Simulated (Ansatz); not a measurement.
# CH₄InS radical: basis-set convergence

The task here is to estimate one member of a computed series from the others.

Computed with Ansatz 0.2.0, Gaussian basis. Level: one geometry, several basis sets.

Levels to be run: PBE0-D4/def2-SVP; ωB97M-V/def2-SVP; PBE0-D4/def2-QZVPP; ωB97M-V/def2-QZVPP; the functionals' def2-TZVPP values are taken from earlier runs.

## Structure used throughout

The geometry comes from an earlier relaxation with PBE0-D4 in a triple-zeta def2 set; it is a stationary point, not always the lowest conformer. In takes the def2 core potential; no spin-orbit term is included.

SMILES `[CH3][In][SH]`, 7 atoms, charge 0, spin multiplicity 2.

Atoms are counted from 1 here; the program's logs count them from 0.

Bond lengths: C1–In2 2.200 Å, C1–H4 1.091 Å, C1–H5 1.091 Å, C1–H6 1.088 Å, In2–S3 2.440 Å, S3–H7 1.345 Å. Angles: In2–C1–H4 107.4°, In2–C1–H5 107.4°, In2–C1–H6 111.0°, H4–C1–H5 110.0°, H4–C1–H6 110.5°, H5–C1–H6 110.5°, C1–In2–S3 115.6°, In2–S3–H7 92.5°.

Set-up of the first run:

in.yaml

```yaml
crystal:
  periodic: [false, false, false]
  atoms:
    - {symbol: C, position_ang: [-0.838399, 0.714357, -0.384994]}
    - {symbol: In, position_ang: [0.075628, -0.066333, 1.457293]}
    - {symbol: S, position_ang: [1.913164, -1.639396, 1.139586]}
    - {symbol: H, position_ang: [-1.220120, -0.139516, -0.947436]}
    - {symbol: H, position_ang: [-0.052076, 1.214511, -0.953058]}
    - {symbol: H, position_ang: [-1.643311, 1.409796, -0.156348]}
    - {symbol: H, position_ang: [1.826415, -1.561419, -0.200743]}
basis:
  gaussian: {orbitals: def2-SVP}
magnetization: {spin_polarized: true, initial_magnetization: 1}
hamiltonian: {xc: pbe0, dispersion: d4}
output: {orbitals: {seedname: orbitals}}
```

Steps of the session up to this table: PBE0-D4 in def2-SVP; ωB97M-V in def2-SVP; PBE0-D4 in def2-QZVPP; ωB97M-V in def2-QZVPP.

One table of the session follows, with a row left open; its other results are not shown here.

It belongs to the step «Density functionals: the series». 

```
functional       basis  HOMO (eV)  LUMO (eV)
   PBE0-D4    def2-SVP      -5.58      -2.83
   PBE0-D4  def2-TZVPP      -5.65      -2.92
   PBE0-D4  def2-QZVPP      -5.68      -2.96
   ωB97M-V    def2-SVP      -7.52      -1.20
   ωB97M-V  def2-TZVPP      -7.62      -1.33
   ωB97M-V  def2-QZVPP          ?          ?
```

Estimate the missing values for ωB97M-V, def2-QZVPP.

**Answer.** HOMO (eV): -7.64; LUMO (eV): -1.41. In the column «HOMO (eV)» it is the lowest.
